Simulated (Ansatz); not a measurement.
**AlGeH8NSi: one species, many methods**

The task here is to estimate one member of a computed series from the others.

Method: functionals in def2-TZVPP, the program's frozen cores in correlated methods; program: Ansatz 0.2.0, Gaussian basis.

Levels to be run: LDA (SPW92), PBE-D4, revPBE-D4, BLYP-D4, r2SCAN-D4, B97M-V, PBE0-D4, B3LYP-D4, r2SCANh-D4, r2SCAN0-D4, HSE06-D4, BHLYP-D4, CAM-B3LYP-D4, LC-ωPBE, ωB97X-V, ωB97M-V, B2PLYP, PBE-QIDH; CCSD(T)/def2-SVP; CCSD(T)/def2-TZVPP; MP2/def2-QZVPP; extrapolation to the limit; RPA on PBE.

**The geometry**

An earlier PBE0-D4 in a triple-zeta def2 set relaxation fixed the geometry.

SMILES `[AlH2][NH][SiH2][GeH3]`, 12 atoms, charge 0, spin multiplicity 1.

Atoms are counted from 1 here; the program's logs count them from 0.

Bond lengths: Al1–N2 1.784 Å, Al1–H5 1.583 Å, Al1–H6 1.580 Å, N2–Si3 1.730 Å, N2–H7 1.012 Å, Si3–Ge4 2.384 Å, Si3–H8 1.487 Å, Si3–H9 1.492 Å, Ge4–H10 1.542 Å, Ge4–H11 1.540 Å, Ge4–H12 1.540 Å. Angles: N2–Al1–H5 117.4°, N2–Al1–H6 117.9°, H5–Al1–H6 124.8°, Al1–N2–Si3 129.1°, Al1–N2–H7 116.3°, Si3–N2–H7 114.5°, N2–Si3–Ge4 112.0°, N2–Si3–H8 107.1°, N2–Si3–H9 112.0°, Ge4–Si3–H8 109.5°, Ge4–Si3–H9 107.9°, H8–Si3–H9 108.2°, Si3–Ge4–H10 110.5°, Si3–Ge4–H11 111.0°, Si3–Ge4–H12 112.0°, H10–Ge4–H11 107.4°, H10–Ge4–H12 107.6°, H11–Ge4–H12 108.1°.

Set-up of the first run:

in.yaml

```yaml
crystal:
  periodic: [false, false, false]
  atoms:
    - {symbol: Al, position_ang: [-1.656216, 2.027665, 0.375962]}
    - {symbol: N, position_ang: [-0.085189, 1.183971, 0.331368]}
    - {symbol: Si, position_ang: [0.296535, -0.436736, 0.799743]}
    - {symbol: Ge, position_ang: [1.119105, -1.723854, -1.030743]}
    - {symbol: H, position_ang: [-1.696036, 3.519721, -0.150825]}
    - {symbol: H, position_ang: [-2.903982, 1.235326, 0.933961]}
    - {symbol: H, position_ang: [0.697321, 1.710522, -0.036740]}
    - {symbol: H, position_ang: [-0.956290, -1.051141, 1.314262]}
    - {symbol: H, position_ang: [1.317540, -0.479793, 1.887198]}
    - {symbol: H, position_ang: [2.355487, -1.046319, -1.654341]}
    - {symbol: H, position_ang: [0.055780, -1.851939, -2.137617]}
    - {symbol: H, position_ang: [1.532846, -3.142526, -0.598229]}
basis:
  gaussian: {orbitals: def2-TZVPP}
hamiltonian: {xc: lda}
output: {orbitals: {seedname: orbitals}}
```

Steps of the session up to this table: LDA; PBE-D4 (GGA); revPBE-D4 (GGA); BLYP-D4 (GGA); r2SCAN-D4 (meta-GGA); B97M-V (meta-GGA); PBE0-D4 (hybrid); B3LYP-D4 (hybrid); r2SCANh-D4 (hybrid); r2SCAN0-D4 (hybrid); HSE06-D4 (hybrid); BHLYP-D4 (hybrid); CAM-B3LYP-D4 (range-separated); LC-ωPBE (range-separated); ωB97X-V (range-separated); ωB97M-V (range-separated); B2PLYP (double hybrid); PBE-QIDH (double hybrid).

One table of the session follows, with a row left open; its other results are not shown here.

It belongs to the step «Orbital energies across the functionals». 

```
  functional  HOMO (eV)  gap (eV)
 LDA (SPW92)      -6.33      4.32
      PBE-D4          ?         ?
   revPBE-D4      -6.15      4.46
     BLYP-D4      -6.07      4.39
   r2SCAN-D4      -6.45      5.00
      B97M-V      -6.58      4.86
     PBE0-D4      -7.33      6.29
    B3LYP-D4      -7.13      5.89
  r2SCANh-D4      -6.87      5.67
  r2SCAN0-D4      -7.50      6.67
    HSE06-D4      -6.93      5.54
    BHLYP-D4      -8.36      8.08
CAM-B3LYP-D4      -8.60      8.48
     LC-ωPBE      -9.89     10.86
     ωB97X-V      -9.57     10.41
     ωB97M-V      -9.42      9.97
```

Estimate the missing values for PBE-D4.

**Answer.** HOMO (eV): -6.21; gap (eV): 4.41. In the column «HOMO (eV)» it lies between LDA (SPW92) (-6.33) and revPBE-D4 (-6.15).
